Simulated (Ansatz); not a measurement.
# C₄H₁₂OSi: one species, many methods

The task here is to estimate one member of a computed series from the others.

Program: Ansatz 0.2.0, Gaussian basis. Level of theory: functionals in def2-TZVPP, the program's frozen cores in correlated methods. These are calculated values, not measurements.

The runs, in order: LDA (SPW92), PBE-D4, revPBE-D4, BLYP-D4, r2SCAN-D4, B97M-V, PBE0-D4, B3LYP-D4, r2SCANh-D4, r2SCAN0-D4, HSE06-D4, BHLYP-D4, CAM-B3LYP-D4, LC-ωPBE, ωB97X-V, ωB97M-V, B2PLYP, PBE-QIDH; CCSD(T)/def2-SVP; MP2/def2-TZVPP; RPA on PBE.

1 further run of the same task is left out (it didn't finish).

## The geometry

All runs share one geometry, relaxed beforehand with PBE0-D4 in a triple-zeta def2 set.

SMILES `CC(C)(C)O[SiH3]`, 18 atoms, charge 0, spin multiplicity 1.

Atoms are counted from 1 here; the program's logs count them from 0.

Bond lengths: C1–C2 1.521 Å, C1–H7 1.092 Å, C1–H8 1.093 Å, C1–H9 1.092 Å, C2–C3 1.519 Å, C2–C4 1.521 Å, C2–O5 1.430 Å, C3–H10 1.092 Å, C3–H11 1.092 Å, C3–H12 1.092 Å, C4–H13 1.092 Å, C4–H14 1.092 Å, C4–H15 1.093 Å, O5–Si6 1.637 Å, Si6–H16 1.490 Å, Si6–H17 1.482 Å, Si6–H18 1.490 Å. Angles: C2–C1–H7 110.3°, C2–C1–H8 111.2°, C2–C1–H9 110.5°, H7–C1–H8 108.3°, H7–C1–H9 108.5°, H8–C1–H9 107.9°, C1–C2–C3 110.5°, C1–C2–C4 110.8°, C1–C2–O5 109.7°, C3–C2–C4 110.5°, C3–C2–O5 105.5°, C4–C2–O5 109.7°, C2–C3–H10 110.2°, C2–C3–H11 110.8°, C2–C3–H12 110.2°, H10–C3–H11 108.7°, H10–C3–H12 108.3°, H11–C3–H12 108.7° and more.

Set-up of the first run:

in.yaml reads:

```yaml
crystal:
  periodic: [false, false, false]
  atoms:
    - {symbol: C, position_ang: [0.080617, -1.541435, 0.092048]}
    - {symbol: C, position_ang: [0.374802, -0.082745, -0.224348]}
    - {symbol: C, position_ang: [1.860522, 0.120441, -0.465100]}
    - {symbol: C, position_ang: [-0.428832, 0.381070, -1.429942]}
    - {symbol: O, position_ang: [0.056141, 0.729103, 0.908822]}
    - {symbol: Si, position_ang: [-1.375412, 0.963678, 1.667685]}
    - {symbol: H, position_ang: [0.623857, -1.852591, 0.986693]}
    - {symbol: H, position_ang: [-0.986582, -1.701832, 0.264870]}
    - {symbol: H, position_ang: [0.385775, -2.181737, -0.738448]}
    - {symbol: H, position_ang: [2.069659, 1.173801, -0.660925]}
    - {symbol: H, position_ang: [2.198350, -0.468096, -1.320796]}
    - {symbol: H, position_ang: [2.429604, -0.184236, 0.415216]}
    - {symbol: H, position_ang: [-0.249855, 1.441285, -1.620358]}
    - {symbol: H, position_ang: [-0.142781, -0.183539, -2.320003]}
    - {symbol: H, position_ang: [-1.500565, 0.236612, -1.271301]}
    - {symbol: H, position_ang: [-1.939758, -0.299566, 2.220381]}
    - {symbol: H, position_ang: [-1.088549, 1.902247, 2.777821]}
    - {symbol: H, position_ang: [-2.404292, 1.558838, 0.769484]}
basis:
  gaussian: {orbitals: def2-TZVPP}
hamiltonian: {xc: lda}
output: {orbitals: {seedname: orbitals}}
```

On the command line:

```sh
ansatz run in.yaml --threads 4 --pin off --events-out ev --progress --plain --max-ram 11315MiB
```

Steps of the session up to this table: LDA; PBE-D4 (GGA); revPBE-D4 (GGA); BLYP-D4 (GGA); r2SCAN-D4 (meta-GGA); B97M-V (meta-GGA); B3LYP-D4 (hybrid); r2SCANh-D4 (hybrid); r2SCAN0-D4 (hybrid); HSE06-D4 (hybrid); BHLYP-D4 (hybrid); CAM-B3LYP-D4 (range-separated); LC-ωPBE (range-separated); ωB97X-V (range-separated); ωB97M-V (range-separated); B2PLYP (double hybrid); PBE-QIDH (double hybrid).

One of the session's tables, all rows but one given; the rest of the session is left out.

It belongs to the step «Orbital energies across the functionals». 

| functional | HOMO (eV) | LUMO (eV) | gap (eV) |
| --- | --- | --- | --- |
| LDA (SPW92) | -6.64 | -0.65 | 5.99 |
| PBE-D4 | -6.52 | -0.37 | 6.14 |
| revPBE-D4 | -6.46 | -0.25 | 6.22 |
| BLYP-D4 | -6.43 | -0.25 | 6.18 |
| r2SCAN-D4 | -6.84 | 0.09 | 6.93 |
| B97M-V | -7.02 | -0.26 | 6.76 |
| PBE0-D4 | ? | ? | ? |
| B3LYP-D4 | -7.77 | 0.24 | 8.02 |
| r2SCANh-D4 | -7.39 | 0.37 | 7.76 |
| r2SCAN0-D4 | -8.21 | 0.77 | 8.99 |
| HSE06-D4 | -7.59 | 0.11 | 7.69 |
| BHLYP-D4 | -9.41 | 1.27 | 10.68 |
| CAM-B3LYP-D4 | -9.42 | 1.39 | 10.81 |
| LC-ωPBE | -10.74 | 2.61 | 13.34 |
| ωB97X-V | -10.43 | 2.41 | 12.84 |
| ωB97M-V | -10.34 | 2.05 | 12.40 |

**Question.** Estimate the row for PBE0-D4.

**Answer.** HOMO (eV): -7.99; LUMO (eV): 0.48; gap (eV): 8.47. In the column «HOMO (eV)» it lies between r2SCAN0-D4 (-8.21) and B3LYP-D4 (-7.77).
